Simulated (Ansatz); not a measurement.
# ZrCl+ (quintet): from Hartree-Fock to the top rungs, def2-TZVPP

The task here is to estimate one member of a computed series from the others.

Computed with Ansatz 0.2.0, Gaussian basis. Level: def2-TZVPP, core rule «outside noble gas», up to 9 orbitals frozen.

The runs, in order: UHF; ROHF; CCSD(T) on UHF.

### What is computed

The geometry is a PBE0/def2-TZVP stationary point (not a proven minimum) of the parent state, kept for this charge and spin. No spin-orbit coupling is included. Elements past krypton take def2 core potentials.

2 atoms, charge 1, spin multiplicity 5.

Atoms are counted from 1 here; the program's logs count them from 0.

Bond lengths: Zr1–Cl2 2.345 Å.

As a file:

```xyz
2
charge 1, multiplicity 5
Zr    0.0000    0.0000    0.0000
Cl    0.0000    0.0000    2.3446
```

Set-up of the first run:

File in.yaml:

```yaml
crystal:
  periodic: [false, false, false]
  atoms:
    - {symbol: Zr, position_ang: [0.000000, 0.000000, 0.000000]}
    - {symbol: Cl, position_ang: [0.000000, 0.000000, 2.344575]}
basis:
  gaussian: {orbitals: def2-TZVPP}
total_charge: 1
magnetization: {spin_polarized: true, initial_magnetization: 4}
hamiltonian: {xc: hf}
output: {orbitals: {seedname: orbitals}}
```

Run with:

```
> ansatz run in.yaml --threads 1 --pin off --events-out ev --progress --plain --max-ram 2816MiB --backend cpu
```

Steps of the session up to this table: UHF; ROHF; CCSD(T) on UHF.

One table of the session follows, with a row left open; its other results are not shown here.

It belongs to the step «Misses and costs». 

| method | from UCCSD(T) (meV) |
| --- | --- |
| ROHF | ? |
| UHF | +6016.6 |
| UMP2 | +966.4 |
| UCCSD | +206.3 |
| UCCSD(T) | 0 |

Q: Estimate the row for ROHF from the others.

The run gave: from UCCSD(T) (meV): +6307.4. In the column «from UCCSD(T) (meV)» it is the highest.
